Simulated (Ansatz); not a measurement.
**CH₅Al₂FSe: how energies converge with the basis set**

One table from this session's results is given with a row withheld; the runs are named, their logs left out.

The runs use Ansatz 0.2.0, Gaussian basis; one geometry, several basis sets.

Plan: PBE0-D4/def2-SVP; ωB97M-V/def2-SVP; PBE0-D4/def2-QZVPP; ωB97M-V/def2-QZVPP; the functionals' def2-TZVPP values are taken from earlier runs.

## The relaxed structure

All runs share one geometry, relaxed beforehand with PBE0-D4 in a triple-zeta def2 set.

10 atoms, charge 0, spin multiplicity 1.

Atoms are counted from 1 here; the program's logs count them from 0.

Bond lengths: F1–C2 1.362 Å, C2–Al3 1.955 Å, C2–Se4 2.071 Å, C2–H6 1.089 Å, Al3–Se4 2.439 Å, Al3–H7 1.686 Å, Al3–H8 1.568 Å, Se4–Al5 2.451 Å, Al5–H7 1.800 Å, Al5–H9 1.582 Å, Al5–H10 1.579 Å. Angles: F1–C2–Al3 120.3°, F1–C2–Se4 109.4°, F1–C2–H6 109.4°, Al3–C2–Se4 74.5°, Al3–C2–H6 126.8°, Se4–C2–H6 106.8°, C2–Al3–Se4 54.9°, C2–Al3–H7 105.1°, C2–Al3–H8 136.4°, Se4–Al3–H7 93.9°, Se4–Al3–H8 130.9°, H7–Al3–H8 116.2°, C2–Se4–Al3 50.6°, C2–Se4–Al5 89.2°, Al3–Se4–Al5 69.4°, Se4–Al5–H7 90.7°, Se4–Al5–H9 113.2°, Se4–Al5–H10 111.1° and more.

Coordinates:

```
F    -2.3123   -1.5259    0.7066
C    -1.2731   -0.6475    0.6558
Al    0.4942   -1.2423    0.0672
Se   -1.0657    0.0632   -1.2781
Al    0.8029    1.4603   -0.5285
H    -1.4953    0.2129    1.2860
H     1.5174    0.0664    0.3579
H     1.1927   -2.6173   -0.2151
H     0.4196    2.4242    0.6653
H     1.8028    1.7548   -1.7140
```

Set-up of the first run:

Input file in.yaml:

```yaml
crystal:
  periodic: [false, false, false]
  atoms:
    - {symbol: F, position_ang: [-2.312316, -1.525906, 0.706615]}
    - {symbol: C, position_ang: [-1.273085, -0.647453, 0.655771]}
    - {symbol: Al, position_ang: [0.494155, -1.242323, 0.067181]}
    - {symbol: Se, position_ang: [-1.065717, 0.063201, -1.278130]}
    - {symbol: Al, position_ang: [0.802902, 1.460264, -0.528548]}
    - {symbol: H, position_ang: [-1.495295, 0.212930, 1.285962]}
    - {symbol: H, position_ang: [1.517380, 0.066361, 0.357907]}
    - {symbol: H, position_ang: [1.192669, -2.617260, -0.215148]}
    - {symbol: H, position_ang: [0.419591, 2.424194, 0.665344]}
    - {symbol: H, position_ang: [1.802816, 1.754789, -1.713952]}
basis:
  gaussian: {orbitals: def2-SVP}
hamiltonian: {xc: pbe0, dispersion: d4}
output: {orbitals: {seedname: orbitals}}
```

Among the steps run: PBE0-D4 in def2-SVP; ωB97M-V in def2-SVP; PBE0-D4 in def2-QZVPP; ωB97M-V in def2-QZVPP.

One of the session's tables, all rows but one given; the rest of the session is left out.

It belongs to the step «Density functionals: the series». 

| functional | basis | HOMO (eV) |
| --- | --- | --- |
| PBE0-D4 | def2-SVP | -7.49 |
| PBE0-D4 | def2-TZVPP | -7.49 |
| PBE0-D4 | def2-QZVPP | -7.50 |
| ωB97M-V | def2-SVP | -9.56 |
| ωB97M-V | def2-TZVPP | ? |
| ωB97M-V | def2-QZVPP | -9.60 |

Q: Estimate the row for ωB97M-V, def2-TZVPP from the others.

The run gave: HOMO (eV): -9.59. In the column «HOMO (eV)» it lies between ωB97M-V, def2-QZVPP (-9.60) and ωB97M-V, def2-SVP (-9.56).
